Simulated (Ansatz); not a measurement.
# TePtW5: the cost of one run

Method: DFT PBE, scalar-relativistic, plane waves, PAW, unless a step names another level, in Ansatz 0.2.0.

6 further runs of the same task are left out: 1 that didn't finish, 5 set aside as unsound or not needed. Runs told in other sessions of the task aren't counted.

## (1) Plan

Pauling electronegativities: Te 2.10, Pt 2.28, W 2.36 (spread 0.26). No set of common oxidation states balances it. Tabulated atomic sizes suggest about 19 Å³/atom. 22 candidates were drawn, by swapping species into database cells of other compounds, at random by space group and Wyckoff sites, or by hand, as the table says:

```csv
name,made from,space group no.,Wyckoff sites,atoms (primitive cell),V (Å³/atom)
c01,database cell of HgPd5Se,123,"Te 1b; Pt 1c; W 1a, 4i",7,17.7
c02,built by hand: Te-terminated bcc slab with Te-Te gap,129,"Te 2c; Pt 2c; W 2c, 2c, 2c, 2c, 2c",14,18.1
c03,built by hand: HoCoGa5 (Pd5TlAs),123,"Te 1a; Pt 1b; W 4i, 1c",7,18.7
c04,database cell of CeIn5Ir,123,"Te 1a; Pt 1b; W 4i, 1c",7,18.9
c05,random,166,"Te 3a; Pt 3b; W 6c, 9e",7,23.4
c06,random,191,"Te 1a; Pt 1b; W 2d, 3g",7,24.0
c07,random,191,"Te 1b; Pt 1a; W 3g, 2e",7,20.5
c08,random,166,"Te 3b; Pt 3a; W 6c, 9d",7,24.1
c09,random,123,"Te 1b; Pt 1c; W 2g, 2e, 1a",7,21.8
c10,random,216,"Te 4d; Pt 4a; W 16e, 4b",7,22.5
c11,database cell of MgPPt5,123,"Te 1a; Pt 1d; W 1c, 4i",7,17.8
c12,random,216,"Te 4c; Pt 4a; W 16e, 4b",7,24.0
c13,built by hand: bcc-derived segregated W10/Te-Pt-Pt-Te slab,129,"Te 2c; Pt 2c; W 2c, 2c, 2c, 2c, 2c",14,17.9
c14,"built by hand: HoCoGa5, Te/Pt exchanged",123,"Te 1b; Pt 1a; W 4i, 1c",7,18.6
c15,random,187,"Te 1b; Pt 1d; W 3j, 1e, 1f",7,20.4
c16,random,216,"Te 4d; Pt 4a; W 16e, 4c",7,19.9
c17,database cell of TlPPt5,123,"Te 1c; Pt 1b; W 4i, 1a",7,16.7
c18,random,189,"Te 1b; Pt 1a; W 3g, 2c",7,23.6
c19,database cell of ErIn5Co,123,"Te 1b; Pt 1a; W 1c, 4i",7,18.4
c20,random,216,"Te 4b; Pt 4c; W 4d, 16e",7,23.3
c21,random,123,"Te 1d; Pt 1a; W 2g, 2h, 1c",7,23.8
c22,random,191,"Te 1a; Pt 1b; W 3f, 2c",7,18.8
```

## (2) Screening run of c02

File input.yaml:

```yaml
crystal:
  lattice:
    - [3.2, 0.0, 0.0]
    - [0.0, 3.2, 0.0]
    - [0.0, 0.0, 24.8]
  atoms:
    - { symbol: Te, position: [0.0, 0.5, 0.9415] }
    - { symbol: Te, position: [0.5, 0.0, 0.0585] }
    - { symbol: Pt, position: [0.5, 0.0, 0.8629] }
    - { symbol: Pt, position: [0.0, 0.5, 0.1371] }
    - { symbol: W, position: [0.5, 0.0, 0.2097] }
    - { symbol: W, position: [0.0, 0.5, 0.2742] }
    - { symbol: W, position: [0.0, 0.5, 0.4032] }
    - { symbol: W, position: [0.5, 0.0, 0.4677] }
    - { symbol: W, position: [0.5, 0.0, 0.3387] }
    - { symbol: W, position: [0.5, 0.0, 0.7258] }
    - { symbol: W, position: [0.0, 0.5, 0.6613] }
    - { symbol: W, position: [0.5, 0.0, 0.5968] }
    - { symbol: W, position: [0.0, 0.5, 0.5323] }
    - { symbol: W, position: [0.0, 0.5, 0.7903] }
basis:
  ecutwfc: 420
kpoints:
  mp_grid: { grid: [5, 5, 1] }
hamiltonian:
  xc: pbe
scf:
  occupations: { method: gaussian, width: 0.2 }
  lower_state_search: "off"
output:
  forces: true
  stress: true
  eigenvalues: true
relax:
  adjacent_minimum: "off"
  f_tol: 0.08
  max_steps: 16
  cell: { stress_tol: 0.8 }
```

Launch:

```
$ ansatz run input.yaml --threads 1 --pin off --max-ram 2560MiB --backend cpu --events-out ev --progress --plain --runs-dir out
```

What time and memory should one allow on 1 thread of Intel Xeon Platinum 8375C at 2.90GHz (Ice Lake), shared host?

About 95 s, with a peak of 0.71 GiB.
